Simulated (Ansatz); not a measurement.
# Cl2ISn: the cost of one run

Computed with Ansatz 0.2.0 through its Python package. The levels of theory stand in the script.

### 1 The structure

Bond lengths: Cl1–Sn2 2.388 Å, Sn2–Cl3 2.350 Å, Sn2–I4 2.721 Å. Angles: Cl1–Sn2–Cl3 108.9°, Cl1–Sn2–I4 109.1°, Cl3–Sn2–I4 108.9°.

No structure file is read: the coordinates are typed or built in the script.

### 2 The script

Input file cl2isn_methods.py:

```python
"""One geometry of Cl2ISn, method by method."""

import logging
import sys

import ansatz
from ase import Atoms

logging.basicConfig(stream=sys.stdout, format="%(name)s: %(message)s")
logger = logging.getLogger("run")
logger.setLevel(logging.INFO)

atoms = Atoms(["Cl", "Sn", "Cl", "I"], positions=[
    (1.4965, 0.6416, 1.6094),
    (-0.4257, -0.1607, 0.4405),
    (0.1165, -2.1929, -0.608),
    (-1.1318, 1.6517, -1.4622),
])
system = ansatz.Crystal.molecule_from_ase(atoms)

calculation = (
    system.calculation()
    .basis(gaussian="def2-SVP")
    .spin("collinear", total=1)
)

methods = ["mp2", "ccsd", "ccsd_t"]
reports = [calculation.correlation(m).run(threads=1, pin="off").report for m in methods]
logger.info(f"Hartree-Fock reference {reports[0]['reference_energy_ev'] / 27.211386246:.6f} Ha")
best = reports[-1]["free_energy_ev"] - reports[-1]["reference_energy_ev"]
for method, each in zip(methods, reports):
    gained = each["free_energy_ev"] - each["reference_energy_ev"]
    logger.info(f"{method:8s} total {each['free_energy_ev'] / 27.211386246:.6f} Ha  correlation {gained:9.4f} eV  ({100 * gained / best:.1f} % of the last)")
```

### 3 Running it

Started as:

```
$ python cl2isn_methods.py
```

**Question.** How long does this script take on 1 thread of Arm Neoverse V1, shared host, and how much memory does it need?

About 2.5 min, with a peak of 0.76 GiB.
